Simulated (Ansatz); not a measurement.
# Ni: is there a lower state than plain starts find?

Plain starts of Ni have been run. Do the further runs listed below go lower? The cell (2 atoms) is Ni in its deposited structure (space group Fm-3m, primitive cell doubled). Source: COD entry 4320489; the sample's temperature and pressure aren't taken into account.

Program: Ansatz 0.2.0. Level of theory: DFT PBE, PAW, plane waves, scalar-relativistic. These are calculated values, not measurements.

### 1 The system as given

Symmetry: Fm-3m, No. 225, cubic system. Conventional cell: a = 3.527 Å, b = 3.527 Å, c = 3.527 Å, α = 90.00°, β = 90.00°, γ = 90.00°. Ni (site symmetry m-3m) has 12 Ni at 2.49 Å as nearest neighbours.

As a file:

```xyz
2
Lattice="3.5271 1.7635 1.7635 1.7635 3.5271 1.7635 1.7635 1.7635 3.5271" Properties=species:S:1:pos:R:3 pbc="T T T"
Ni    0.0000    0.0000    0.0000
Ni    3.5271    3.5271    3.5271
```

Atoms are counted from 1 in the order of input.yaml (Ni2 and so on).

Known so far: 8 plain starts ended in 2 states. The lowest came from “spin on, no moments given (the program may seed its own), plain SCF”: ferromagnetic, site moments Ni1 0.67, Ni2 0.67 μB, total 1.26 μB per cell, no gap on the k-mesh, free energy -11679.4977 eV.

Runs to come: parallel moments, default search for lower states; opposed moments +-, default search for lower states; the moments typed in its input, symmetry off, plain SCF; the moments typed in its input, standard search for lower states.

A plain SCF has the search for lower states switched off and ends at the first converged state. The default search lets the program follow hints of a lower state (another filling of open shells, a soft direction), where it sees any. The standard and full searches may also try other magnetic orders and fillings, and need not reach the lowest state. With a search on, the program may also reshape the start on open shells. 

Site moments are integrals over atomic spheres and don't add up to the total.

### 2 Parallel moments, default search for lower states

The input, input.yaml:

```yaml
crystal:
  lattice:
    - [3.52706, 1.76353, 1.76353]
    - [1.76353, 3.52706, 1.76353]
    - [1.76353, 1.76353, 3.52706]
  atoms:
    - { symbol: Ni, position: [0.0, 0.0, 0.0], spin: 2.0 }
    - { symbol: Ni, position: [0.5, 0.5, 0.5], spin: 2.0 }
magnetization:
  spin_polarized: true
hamiltonian:
  xc: pbe
  pseudopotentials: { kind: paw }
basis:
  ecutwfc: 420
kpoints:
  mp_grid: { grid: [13, 13, 13] }
scf:
  occupations: { method: fermi_dirac, width: 0.1 }
output:
  forces: true
  stress: true
  write_density: true
  write_potential: true
  elf: true
  volumetric_format: npy
```

Run with:

```console
ansatz run input.yaml --threads 2 --pin off --max-ram 5120MiB --backend cpu --events-out ev --progress --plain --runs-dir out
```

Output, shortened:

```text
basis.fft_grid_basis auto: the FFT boxes are laid along the combinations [[1, -1, 0], [0, 1, 0], [0, -1, 1]] of the cell's own vectors, 2.494, 4.320 and 2.494 Å long. The dense box has 18×30×18 points. Along the cell's own vectors, as sized, it would have 30×30×30, 2.78 times as many. [...]
Pseudopotentials: kind: paw
Pseudopotential: Ni, paw, valence charge 18, recommended cutoff 420 eV (normal), Ni.paw.azcp
Functional definition: PBE
[...]
Crystal: 2 atoms, lattice volume = 21.939 Å³
Basis set: ecut = 420 eV, 391 PW (Γ), FFT grids on a1−a2, a2, −a2+a3, exchange–correlation on 36×60×36 points (8 copies of the dense FFT grid, shifted against one another)
Bands: 24, of which v1, the nominal top of the filled ones, is band 18 counted from 1 (17 counted from 0)
Symmetry: 24 space group operations
Space group: Fm-3m (ITA 225), of the structure as read, at distance tolerance 2.8e-5 Å
Magnetic group: BNS 225.116 (UNI 1618), of the structure as read, at distance tolerance 2.8e-5 Å
k-points: 231 of 2197
[...]
Starting moments: Σ|m| = 4 μB on 2 of 2 sites
[...]
SCF iter   1: F=—  HF=-11678.298406 eV  |F-HF|=—  |Δ(HF+E_count)|=         —  Δρ=1.64e-1 (↑1.64e-1 ↓8.57e-2)  dr2=1.10e0  dr2_m=3.03e0  M=1.910 μB ∫|m|=2.051 μB  β_m=0.30  ethr=3.07e-3  ⟨swp⟩=1.0  Hψ=55026  notcnv=0
[...]
SCF iter  10: F=-11679.497748 eV  HF=-11679.497748 eV  |F-HF|=7.09e-11  |Δ(HF+E_count)|=   5.87e-9  Δρ=1.06e-6 (↑3.97e-7 ↓1.06e-6)  dr2=1.22e-10  dr2_m=5.93e-11  M=1.260 μB ∫|m|=1.436 μB  ethr=7.16e-11  ⟨swp⟩=7.1  Hψ=65873  notcnv=0
[...]
SCF converged after 10 iterations
Magnetization: 1.2599 μB (18.6300 up, 17.3700 down)
Absolute magnetization: 1.4372 μB (∫|ρ↑−ρ↓|, with the PAW one-centre terms)
Spin contamination: 0.0138 ħ² per cell (⟨S²⟩ above its minimum at these occupations)
Per-site moments (μB) at R_I (Å): [(0.6676184762078262, 1.0287783180063774), (0.667618476207826, 1.0287783180063774)]
Free energy (F): -11679.497748 eV
[...]
E sigma→0 (E₀):  -11679.444943 eV
Entropy (-TS):   -0.105610 eV (-52.805 meV/atom)
Fermi energy:    17.990917 eV
[... 29 lines left out: energy terms, forces, stress, bands ...]
```

Wall time 8.8 s (2 threads of Intel Xeon Platinum 8488C (Sapphire Rapids), shared host); peak memory 0.55 GiB.

Nothing new: the 10 iterations lead to the state found in step 1 (ferromagnetic).

### 3 Opposed moments +-, default search for lower states

input.yaml: that of step 2 with these lines changed.

```diff
@@ -7,3 +7,3 @@
     - { symbol: Ni, position: [0.0, 0.0, 0.0], spin: 2.0 }
-    - { symbol: Ni, position: [0.5, 0.5, 0.5], spin: 2.0 }
+    - { symbol: Ni, position: [0.5, 0.5, 0.5], spin: -2.0 }
 magnetization:
```

Run with:

```console
ansatz run input.yaml --threads 2 --pin off --max-ram 5120MiB --backend cpu --events-out ev --progress --plain --runs-dir out
```

Output, shortened:

```text
[... 12 lines as in an earlier run ...]
Symmetry: 12 space group operations
Space group: R-3m (ITA 166), of the structure as read, at distance tolerance 2.8e-5 Å
Magnetic group: BNS 166.102 (UNI 1332), of the structure as read, at distance tolerance 2.8e-5 Å
[... 5 lines as in an earlier run ...]
Starting moments: Σ|m| = 4 μB on 2 of 2 sites
Starting magnetic order: antiferromagnet; a translation exchanges its spin sublattices: spin-degenerate at every k-point
[... 2 lines as in an earlier run ...]
spin-down is spin-up translated by (0.5, 0.5, 0.5): one eigenproblem is solved per k-point and the antiferromagnetic symmetry of the starting moments is kept exactly by this SCF (crystal.symmetry.spin_inversion_symmetry: false solves both channels; [...]
SCF iter   1: F=—  HF=-11678.354482 eV  |F-HF|=—  |Δ(HF+E_count)|=         —  Δρ=1.75e-1 (↑1.75e-1 ↓1.75e-1)  dr2=1.05e0  dr2_m=5.77e0  M=0.000 μB ∫|m|=1.474 μB  β_m=0.30  ethr=2.92e-3  ⟨swp⟩=1.2  Hψ=27724  notcnv=0
[...]
the run went on to a lower state, not held to the crystal's whole symmetry: an SCF along what the orbitals of the run's state read of its open shells (or to have them read: on a GPU, or by another smearing), with the run's symmetry operations kept and the antiferromagnet's [...]
WARN: the starting moments were not kept: 1 of 2 ended reversed and 1 kept their direction, counting a site from 0.1 of the cell's largest site moment. The largest reversed, site 0 (counted from 0, in the order of the report's site_moments_mub), started with +2.0 μB and closes at -6.7e-1 [...]
SCF converged after 2 iterations
Magnetization: -1.2599 μB (17.3700 up, 18.6300 down)
Absolute magnetization: 1.4372 μB (∫|ρ↑−ρ↓|, with the PAW one-centre terms)
Spin contamination: 0.0138 ħ² per cell (⟨S²⟩ above its minimum at these occupations)
Per-site moments (μB) at R_I (Å): [(-0.6676391131277213, 1.0287783180063774), (-0.6676225219930906, 1.0287783180063774)]
Free energy (F): -11679.497748 eV
[...]
E sigma→0 (E₀):  -11679.444944 eV
Entropy (-TS):   -0.105608 eV (-52.804 meV/atom)
Fermi energy:    17.990961 eV
[... 29 lines left out: energy terms, forces, stress, bands ...]
```

Run time: 42 s. Hardware: 2 threads of Intel Xeon Platinum 8488C (Sapphire Rapids), shared host; peak memory 1.1 GiB.

Nothing new: the 22 iterations lead to the state found in step 1 (ferromagnetic).

### 4 The moments typed in its input, symmetry off, plain SCF

input.yaml: that of step 3 with these lines changed.

```diff
@@ -7,3 +7,4 @@
     - { symbol: Ni, position: [0.0, 0.0, 0.0], spin: 2.0 }
-    - { symbol: Ni, position: [0.5, 0.5, 0.5], spin: -2.0 }
+    - { symbol: Ni, position: [0.5, 0.5, 0.5], spin: 2.0 }
+  symmetry: { detect: false, time_reversal: true }
 magnetization:
@@ -19,2 +20,3 @@
   occupations: { method: fermi_dirac, width: 0.1 }
+  lower_state_search: "off"
 output:
```

Run with:

```console
ansatz run input.yaml --threads 2 --pin off --max-ram 5120MiB --backend cpu --events-out ev --progress --plain --runs-dir out
```

Output, shortened:

```text
[... 12 lines as in an earlier run ...]
Symmetry: 1 space group operations
k-points: 1099 of 2197 (time reversal used)
[... 4 lines as in an earlier run ...]
Starting moments: Σ|m| = 4 μB on 2 of 2 sites
[... 2 lines as in an earlier run ...]
[...]
SCF iter   1: F=—  HF=-11678.943857 eV  |F-HF|=—  |Δ(HF+E_count)|=         —  Δρ=1.27e-1 (↑1.15e-1 ↓1.27e-1)  dr2=2.13e-2  dr2_m=2.92e0  M=1.879 μB ∫|m|=2.089 μB  β_m=0.30  ethr=5.93e-5  ⟨swp⟩=1.0  Hψ=260265  notcnv=0
[...]
spin-set hold released at iteration 1 (the charge has settled, or the pull on large starting moments outlasts its swing): the magnetisation degrees of freedom join the quasi-Newton model from the next iteration; the mixer history was flushed
[...]
SCF iter  12: F=-11679.497748 eV  HF=-11679.497748 eV  |F-HF|=1.48e-9  |Δ(HF+E_count)|=  9.42e-10  Δρ=2.57e-6 (↑1.69e-6 ↓2.57e-6)  dr2=1.59e-9  dr2_m=2.28e-10  M=1.260 μB ∫|m|=1.436 μB  ethr=6.10e-11  ⟨swp⟩=5.2  Hψ=284039  notcnv=0
[...]
SCF converged after 12 iterations
an eigenvalue changed by more than its tolerance at an iteration that met the thresholds in force, so the SCF went on 1 time: the last check found none over its tolerance
Magnetization: 1.2599 μB (18.6300 up, 17.3700 down)
Absolute magnetization: 1.4372 μB (∫|ρ↑−ρ↓|, with the PAW one-centre terms)
Spin contamination: 0.0138 ħ² per cell (⟨S²⟩ above its minimum at these occupations)
Per-site moments (μB) at R_I (Å): [(0.6676150436639545, 1.0287783180063774), (0.6676198278131704, 1.0287783180063774)]
Free energy (F): -11679.497748 eV
[...]
E sigma→0 (E₀):  -11679.444943 eV
Entropy (-TS):   -0.105609 eV (-52.804 meV/atom)
Fermi energy:    17.990906 eV
[... 29 lines left out: energy terms, forces, stress, bands ...]
```

It took 87 s on 2 threads of Intel Xeon Platinum 8488C (Sapphire Rapids), shared host; peak memory 1.3 GiB.

Nothing new: the 12 iterations lead to the state found in step 1 (ferromagnetic).

### 5 The moments typed in its input, standard search for lower states

input.yaml: that of step 4 with these lines changed.

```diff
@@ -8,3 +8,2 @@
     - { symbol: Ni, position: [0.5, 0.5, 0.5], spin: 2.0 }
-  symmetry: { detect: false, time_reversal: true }
 magnetization:
@@ -20,3 +19,3 @@
   occupations: { method: fermi_dirac, width: 0.1 }
-  lower_state_search: "off"
+  lower_state_search: standard
 output:
@@ -24,5 +23 @@
   stress: true
-  write_density: true
-  write_potential: true
-  elf: true
-  volumetric_format: npy
```

Run with:

```console
ansatz run input.yaml --threads 2 --pin off --max-ram 5120MiB --backend cpu --events-out ev --progress --plain --runs-dir out
```

Output, shortened:

```text
basis.fft_grid_basis auto: the FFT boxes are laid along the combinations [[1, 0, -1], [0, 1, -1], [0, 0, 1]] of the cell's own vectors, 2.494, 2.494 and 4.320 Å long. The dense box has 18×18×30 points. Along the cell's own vectors, as sized, it would have 30×30×30, 2.78 times as many. [...]
the run goes by scf.lower_state_search standard: where its kind and settings allow, a search for a lower-energy state can add stability tests and further SCF calculations, which can take several times, in some runs tens of times, as long as the SCF (see the manual's entry of the key); [...]
[... 9 lines as in an earlier run ...]
Basis set: ecut = 420 eV, 391 PW (Γ), FFT grids on a1−a3, a2−a3, a3, exchange–correlation on 36×36×60 points (8 copies of the dense FFT grid, shifted against one another)
[... 9 lines as in an earlier run ...]
Starting moments: Σ|m| = 4 μB on 2 of 2 sites
[... 3 lines as in an earlier run ...]
SCF iter   1: F=—  HF=-11678.298400 eV  |F-HF|=—  |Δ(HF+E_count)|=         —  Δρ=1.64e-1 (↑1.64e-1 ↓8.57e-2)  dr2=1.10e0  dr2_m=3.03e0  M=1.910 μB ∫|m|=2.051 μB  β_m=0.30  ethr=3.07e-3  ⟨swp⟩=1.0  Hψ=54780  notcnv=0
[...]
SCF iter  10: F=-11679.497748 eV  HF=-11679.497748 eV  |F-HF|=6.18e-11  |Δ(HF+E_count)|=   5.94e-9  Δρ=1.03e-6 (↑3.94e-7 ↓1.03e-6)  dr2=1.12e-10  dr2_m=5.55e-11  M=1.260 μB ∫|m|=1.436 μB  ethr=7.09e-11  ⟨swp⟩=2.3  Hψ=37541  notcnv=0
[...]
SCF converged after 10 iterations
Magnetization: 1.2599 μB (18.6300 up, 17.3700 down)
Absolute magnetization: 1.4372 μB (∫|ρ↑−ρ↓|, with the PAW one-centre terms)
Spin contamination: 0.0138 ħ² per cell (⟨S²⟩ above its minimum at these occupations)
Per-site moments (μB) at R_I (Å): [(0.6676185148093184, 1.0287783180063774), (0.6676185148093181, 1.0287783180063774)]
Free energy (F): -11679.497748 eV
[...]
E sigma→0 (E₀):  -11679.444943 eV
Entropy (-TS):   -0.105610 eV (-52.805 meV/atom)
Fermi energy:    17.990916 eV
[... 24 lines left out: energy terms, forces, stress ...]
```

It took 6.8 s on 2 threads of Intel Xeon Platinum 8488C (Sapphire Rapids), shared host; peak memory 0.54 GiB.

Nothing new: the 10 iterations lead to the state found in step 1 (ferromagnetic).

### 6 The runs side by side

```tsv
step	iterations	state	moments of Ni1 Ni2 (μB)	total (μB)	gap (eV)	pressure (GPa)	above lowest (meV/atom)
1	11	1	0.67 0.67	1.26	none	-1.1	0.0
2	10	1	0.67 0.67	1.26	none	-1.1	0.0
3	22	1	-0.67 -0.67	-1.26	none	-1.1	0.0
4	12	1	0.67 0.67	1.26	none	-1.1	0.0
5	10	1	0.67 0.67	1.26	none	-1.1	0.0
```

States are numbered from the lowest. Starts by step: 2 parallel moments, default search for lower states; 3 opposed moments +-, default search for lower states; 4 the moments typed in its input, symmetry off, plain SCF; 5 the moments typed in its input, standard search for lower states. Step 1 is the best of the earlier plain starts.

The 4 runs of this session took 2.4 min in all, from 6.8 s to 87 s each.

Decimal logarithm of the largest residual (eV) by iteration, counted through all cycles of a run:

```tsv
iteration	step 2	step 3	step 4	step 5
1	0.5	0.8	0.5	0.5
2	0.3	0.6	0.2	0.3
3	-0.2	0.8	-0.7	-0.2
4	-1.2	-1.3	-2.1	-1.2
5	-2.4	-2.3	-3.0	-2.4
7	-4.0	-3.5	-3.2	-4.0
9	-7.6	-6.0	-6.0	-7.6
11	-	-8.0	-7.7	-
12	-	-8.2	-8.8	-
14	-	-10.6	-	-
16	-	-2.3	-	-
18	-	-5.0	-	-
20	-	-7.7	-	-
22	-	-8.0	-	-
```

### 7 Outcome

| quantity | value |
| --- | --- |
| distinct states | 1 from 5 converged runs, the best start of step 1 counted |
| lowest state | ferromagnetic |
| its moments | Ni1 0.67, Ni2 0.67 μB |
| total moment | 1.26 μB per cell |
| gap on the k-mesh | none |
| pressure | -1.1 GPa |
| largest force | 0.000 eV/Å |

**Reading.** No run goes below the best plain start. The 5 converged runs end in 1 distinct state. These are lowest states among those tried, not proven ground states.
